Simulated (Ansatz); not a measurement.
## ScNb under changes of volume

One of the cells (20.641 Å³/atom); the others are scaled copies at fixed shape and fractional positions:

```
Nb Sc
1.0
     3.06564    0.00000    0.00000
    -1.53282    2.65493    0.00000
     0.00000    0.00000    5.07219
Nb Sc
1 1
Cartesian
  0.0000 1.7700 2.5361
  0.0000 0.0000 0.0000
```

The cell comes from a database or a generator and needn't be the stable form of this composition.

```yaml
Program: Ansatz 0.2.0
Functional: PBE
Potentials_or_basis: SPMS NC
Cutoff: "762 eV (not typed: the program's choice for these potentials)"
k_mesh: 10 × 10 × 5
Occupations: fermi-dirac, width 0.05 eV
Spin: no spin polarisation
```

| volume (Å³/atom) | energy over the lowest point (meV/atom) | pressure (GPa) |
| --- | --- | --- |
| 19.403 | 24.91 | 6.8 |
| 19.816 | 10.60 | 4.3 |
| 20.229 | 2.45 | 2.0 |
| 20.641 | 0.00 | -0.1 |
| 21.054 | 2.78 | -2.0 |
| 21.467 | 10.35 | -3.8 |
| 21.880 | ? | ? |

Question: What does the run at 21.880 Å³/atom give?

Answer: Energy over the lowest point 22.29 meV/atom; pressure -5.4 GPa.

Worked out: A Birch-Murnaghan fit of order 3 (a polynomial in V^(-2/3)) to the other rows has its minimum at 20.62 Å³/atom with B0 = V·E''(V) = 102 GPa and B' = 3.2 at fixed shape and positions, which overstates the stiffness. It gives 22.36 meV/atom at 21.880 Å³/atom, against the run's 22.29, and -dE/dV = -5.5 GPa, against -5.4.

Energies are extrapolated to zero smearing.
